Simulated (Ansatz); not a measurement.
# Two structures of Be: comparison of enthalpies under pressure

The task here is to estimate one member of a computed series from the others.

Program: Ansatz 0.2.0, driven from Python. Level of theory: DFT PBEsol, plane waves, PAW. These are calculated values, not measurements.

## Starting point

Be Fd-3m: Symmetry: Fd-3m, No. 227, cubic system. Conventional cell: a = 4.380 Å, b = 4.380 Å, c = 4.380 Å, α = 90.00°, β = 90.00°, γ = 90.00°. Around Be (site symmetry -43m) lie 4 Be at 1.90 Å.

Be Pm-3m: It takes space group Pm-3m (No. 221, cubic). The conventional cell has a = 2.070 Å, b = 2.070 Å, c = 2.070 Å, α = 90.00°, β = 90.00°, γ = 90.00°. Be (site symmetry m-3m) is surrounded by 6 Be at 2.07 Å.

The script holds or builds the structure itself.

The first run:

The input, transition_be.py:

```python
"""Pressure at which two phases of Be cross."""

import logging
import sys
import warnings

import ansatz as az
import numpy as np

logging.basicConfig(stream=sys.stdout, format="%(levelname)s %(message)s")
logger = logging.getLogger("calc")
logger.setLevel(logging.INFO)

FUNCTIONAL = "pbesol"
CUTOFF_EV = 500
KSPACING = 0.33
SMEARING = "cold"
SIGMA = 0.05


def diamond(A, a):
    return (
        az.Lattice.fcc(a)
        .space_group(227, origin_choice=1)
        .atom(A, [0, 0, 0])
        .primitive()
    )


def sc(a_site, a):
    return (
        az.Lattice.cubic(a)
        .space_group(221)
        .atom(a_site, [0, 0, 0])
    )


def solve(name, crystal, pressure=0.0):
    calc = (
        crystal.calculation()
        .functional(FUNCTIONAL)
        .basis(CUTOFF_EV)
        .kpoints(spacing=KSPACING)
        .occupations(SMEARING, width=SIGMA)
    )
    calc = calc.relax(force_tolerance=0.03, max_steps=60, cell=True, pressure=pressure)
    return calc.run()


def volume_per_atom(outcome):
    return abs(np.linalg.det(outcome.lattice.cell_ang)) / len(outcome.lattice.sites)

warnings.simplefilter("ignore", az.DeckWarning)

phases = {}
phases["diamond"] = diamond("Be", 4.38)
phases["sc"] = sc("Be", 2.07)

# H = E + PV, with 1 eV per cubic angstrom equal to 160.2 GPa
pressures = [0, 20, 40, 60]
enthalpy, volume = {name: [] for name in phases}, {name: [] for name in phases}
for p in pressures:
    for name, crystal in phases.items():
        o = solve(name, crystal, pressure=p)
        volume[name].append(volume_per_atom(o))
        enthalpy[name].append(o.report["energy_sigma0_ev"] / len(o.lattice.sites) + p * volume[name][-1] / 160.21766)
gap = np.array(enthalpy["sc"]) - np.array(enthalpy["diamond"])
rows = [(p, va, vb, 1000 * d) for p, va, vb, d in zip(pressures, volume["diamond"], volume["sc"], gap)]
logger.info("   P (GPa)  V diamond (A^3/atom)  V sc (A^3/atom)  H(sc) - H(diamond) (meV/atom)")
for row in rows:
    logger.info(f"{row[0]:10d}  {row[1]:20.3f}  {row[2]:15.3f}  {row[3]:+29.1f}")
crossings = [p0 - g0 * (p1 - p0) / (g1 - g0) for p0, p1, g0, g1 in zip(pressures, pressures[1:], gap, gap[1:]) if g0 * g1 < 0]
print("crossing near", [round(float(p), 1) for p in crossings], "GPa") if crossings else print("no crossing in this range")
```

Started as:

```sh
$ python transition_be.py
```

One table of the session follows, with a row left open; its other results are not shown here.

It belongs to the step «What each run gave». Enthalpy H = E + pV of the second structure less the first:

| pressure (GPa) | ΔH (meV/atom) |
| --- | --- |
| 0 | -672.3 |
| 20 | ? |
| 40 | -1356.6 |
| 60 | -1582.3 |

**Question.** Estimate the row for pressure (GPa) = 20.

Worked estimate for «ΔH (meV/atom)». A straight line through the neighbours (0, -672.3) and (40, -1356.6) gives -672.3 + (-1356.6 + 672.3) × (20 − 0) / (40 − 0) = -1014.4; a parabola fitted to 3 rows on both sides gives -1053.3.

As computed: ΔH (meV/atom): -1075.2. In «ΔH (meV/atom)» the line misses by +60.8 and the parabola by +21.9.

To keep in mind: What to keep in mind:
- At a fixed pressure a relaxation lowers the enthalpy F + PV, while F alone can rise.
- For the metals among these cells the mesh is coarse, so their volumes and pressures are rough.
- Only these two structures are compared, at zero temperature and with their symmetry kept; either may be hypothetical, and another phase may be lower than both.
